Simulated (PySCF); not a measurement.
# Os5 (Os5-): the cost of one run

Program: PySCF 2.14.0. Level of theory: B3LYP, Os def2-SVP with ECP60; scalar-relativistic core potentials, no spin–orbit coupling. These are calculated values, not measurements.

9 further runs of the same task are left out: 1 for a known fault of the program, 8 that didn't finish.

## 1. Starting geometry

5 atoms, charge -1, spin multiplicity 4.

Bond lengths: Os1–Os2 2.436 Å, Os1–Os4 2.377 Å, Os2–Os3 2.436 Å, Os2–Os4 2.472 Å, Os2–Os5 2.472 Å, Os3–Os5 2.377 Å, Os4–Os5 2.613 Å. Angles: Os2–Os1–Os4 61.8°, Os1–Os2–Os3 179.7°, Os1–Os2–Os4 57.9°, Os1–Os2–Os5 121.7°, Os3–Os2–Os4 121.7°, Os3–Os2–Os5 57.9°, Os4–Os2–Os5 63.8°, Os2–Os3–Os5 61.8°, Os1–Os4–Os2 60.3°, Os1–Os4–Os5 118.4°, Os2–Os4–Os5 58.1°, Os2–Os5–Os3 60.3°, Os2–Os5–Os4 58.1°, Os3–Os5–Os4 118.4°.

As a file:

```xyz
5

Os   -2.4364   -0.8350    0.0000
Os    0.0000   -0.8423    0.0000
Os    2.4364   -0.8350    0.0000
Os   -1.3065    1.2562    0.0000
Os    1.3065    1.2562    0.0000
```

An earlier session relaxed this geometry at B3LYP, Os def2-SVP with ECP60 (quartet, point group C2v).

Its energy there is -453.437851 Eh.

## 2. Multiplicity 2 at the relaxed geometry

run.py (the lines that set the calculation) reads:

```python
mol = gto.M(atom='''
Os    -2.43642    -0.83500     0.00000
Os     0.00000    -0.84232     0.00000
Os     2.43642    -0.83500     0.00000
Os    -1.30650     1.25616     0.00000
Os     1.30650     1.25616     0.00000''',
    basis={'Os': 'def2-SVP'},
    ecp={'Os': 'def2-SVP'},
    charge=-1, spin=1)
mf = dft.UKS(mol, xc='B3LYP')
mf.grids.atom_grid = (50, 194)
mf = mf.density_fit()  # fitting sets: Os def2-universal-JKFIT
mf.conv_tol = 1e-08; mf.max_cycle = 55
mf.kernel(dm0)  # dm0: free metal ions and neutral atoms
```

Command:

```console
OMP_NUM_THREADS=4 python run.py
```

**Question.** How long does this run take on 4 threads of Arm Neoverse V2, shared host?

About 15 s.
